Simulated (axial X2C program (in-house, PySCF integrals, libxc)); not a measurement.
# CoH⁺: properties at the nuclei

Aim: properties at the nuclei of CoH⁺, with spin–orbit coupling in the Hamiltonian from the start.

The runs use an in-house X2C program for linear molecules on PySCF integrals; two-component X2C with atomic mean-field terms, Co dyall-acv3z, H dyall-av3z.

All values are calculated.

### 1 Input

Contents of task.json:

```json
{"zs": [27, 1], "q": 1, "bas": ["dyall-acv3z", "dyall-av3z"], "r0": 1.43, "levels": ["PBE0", "HF", "B3LYP"], "nst": 1, "ff": 1, "thr": -3.5, "nmax": 130, "opt": {"ecut": 60}}
```

Keys: zs atomic numbers; q charge; bas basis sets; r0 starting distance in Å; levels methods (HF also brings MP2); nst determinants followed; ff finite-field run; thr threshold in hartree for freezing inner shells (an s shell follows its p shell); nmax most natural virtual spinors; ecut virtual cutoff in hartree.

The run is started by

```bash
$ python soeom.py task.json out
```

Nuclei are Gaussian, cores are contracted, and the Gaunt term is on.

### 2 Expectation values, lowest determinant

R = 1.500 Å. State: Ω = 9/2 (excess of +ω over −ω: ω = 1/2, ω = 3/2, ω = 5/2).

Output of the PBE0 run:

```text
two-component X2C + atomic mean field  PBE0
basis functions 150  fitting functions 777  grid points 5068
iter        total energy     max residual
   1      -1392.955542294     6.42e-05
   2      -1392.955542308     2.10e-05
   3      -1392.955542315     3.32e-05
   4      -1392.955542315     1.59e-05
   5      -1392.955542316     6.50e-06
converged
one-electron -1938.28022619  Coulomb 596.05403011  exact exchange -14.67145934  xc functional -45.18742399  nuclear repulsion 9.52518980  atomic mean-field constant -0.39565270
```

The highest occupied spinor is 46% H s, 36% Co s, 9% Co d.

| level | Eeff magnitude (GV/cm) | Ws magnitude Co (kHz) | A∥/gI Co (MHz) | qzz Co (a.u.) | A∥/gI H (MHz) | qzz H (a.u.) |
| --- | --- | --- | --- | --- | --- | --- |
| PBE0 | 0.666 | 0.0509 | 580 | 0.14 | 4.36 | 0.11 |
| HF | 0.454 | 0.0329 | 521 | 0.32 | -2.71 | 0.15 |
| B3LYP | 0.653 | 0.0501 | 591 | 0.14 | 5.03 | 0.11 |

Eeff is the effective electric field on the electron dipole moment in this Ω state and Ws the scalar–pseudoscalar constant (defined with the proton number Z and per Ω); A∥ is the parallel hyperfine constant, which follows by multiplying with the nuclear g factor gI = μI/(I μN); qzz is the electric field gradient, eQq0 = 234.96 MHz × Q/barn × qzz. The operators were transformed with the bare-nucleus X2C matrices.

### 3 Finite-field coupled cluster

Output:

```text
two-component X2C + atomic mean field  HF
basis functions 150  fitting functions 777  grid points 5068
iter        total energy     max residual
   1      -1391.782496348     2.27e-01
   2      -1391.808826400     3.30e-02
   3      -1391.818356017     5.36e-02
   4      -1391.820907951     2.91e-02
   5      -1391.821791977     4.36e-03
   6      -1391.821980620     4.92e-03
   7      -1391.822072927     3.04e-03
   8      -1391.822127046     9.00e-04
   9      -1391.822140224     8.08e-04
  10      -1391.822143250     3.79e-04
  11      -1391.822143601     5.01e-05
  12      -1391.822143637     2.20e-05
  13      -1391.822143643     1.72e-05
  14      -1391.822143645     1.31e-05
  15      -1391.822143647     8.51e-06
  16      -1391.822143649     8.53e-06
  17      -1391.822143649     2.96e-06
  18      -1391.822143649     5.17e-07
converged
one-electron -1937.69728471  Coulomb 595.56229514  exact exchange -58.81669118  xc functional 0.00000000  nuclear repulsion 9.52518980  atomic mean-field constant -0.39565270
correlated 17  virtual 245  natural virtual 130  E(MP2) -0.679436243  MP2 remainder -0.010440658
iter   CCSD correlation   residual
   1     -0.623852440   1.42e-01
   2     -0.642728716   6.26e-02
   3     -0.647771978   3.41e-02
   4     -0.648372216   2.15e-02
   5     -0.650044223   1.41e-02
   6     -0.650772805   6.97e-03
   7     -0.650863159   2.55e-03
   8     -0.650949091   9.82e-04
   9     -0.650901448   4.41e-04
  10     -0.650921154   1.90e-04
  11     -0.650913573   8.35e-05
  12     -0.650915225   4.22e-05
  13     -0.650915811   2.55e-05
  14     -0.650915484   1.72e-05
  15     -0.650915595   1.17e-05
  16     -0.650915682   7.55e-06
  17     -0.650915549   4.44e-06
  18     -0.650915604   2.25e-06
  19     -0.650915533   1.07e-06
  20     -0.650915542   5.72e-07
(T) -0.016749960  T1 0.0520  D1 0.1997  max T2 0.062
```

T1 in the output is the amplitude norm over the root of the electron number; divide by √2 for the Lee–Taylor value.

17 electrons correlated in 130 natural virtual spinors, MP2 remainder added; T1 = 0.037.

| level | Eeff magnitude (GV/cm) | Ws magnitude Co (kHz) | A∥/gI Co (MHz) | qzz Co (a.u.) | A∥/gI H (MHz) |
| --- | --- | --- | --- | --- | --- |
| HF | 0.454 | 0.0329 | 521 | 0.32 | -2.71 |
| MP2 | 0.564 | 0.0413 | 517 | 0.45 | 3.05 |
| CCSD | 0.625 | 0.0473 | 520 | 0.31 | 3.97 |
| CCSD(T) | 0.618 | 0.0469 | 530 | 0.35 | 3.92 |

### 4 What came out

| quantity | value |
| --- | --- |
| lowest determinant | Ω = 9/2 (excess of +ω over −ω: ω = 1/2, ω = 3/2, ω = 5/2) |
| Eeff magnitude (GV/cm), PBE0 | 0.666 |
| Ws magnitude Co (kHz), PBE0 | 0.0509 |
| A∥/gI Co (MHz), PBE0 | 580 |
| qzz Co (a.u.), PBE0 | 0.14 |
| Eeff magnitude (GV/cm), CCSD(T) | 0.618 |
| Ws magnitude Co (kHz), CCSD(T) | 0.0469 |
| A∥/gI Co (MHz), CCSD(T) | 530 |
| qzz Co (a.u.), CCSD(T) | 0.35 |

In words: In the first state, the effective field runs from 0.454 to 0.666 GV/cm over the mean-field levels. The expectation values come from single determinants, which for open shells can mix terms of unlike spin or miss the lowest Ω, so a determinant need not be a state. Eeff is the effective electric field on the electron dipole moment in this Ω state and Ws the scalar–pseudoscalar constant (defined with the proton number Z and per Ω); A∥ is the parallel hyperfine constant, which follows by multiplying with the nuclear g factor gI = μI/(I μN); qzz is the electric field gradient, eQq0 = 234.96 MHz × Q/barn × qzz. The operators were transformed with the bare-nucleus X2C matrices. Correlation of the inner shells is missing, which matters for properties at the nucleus.
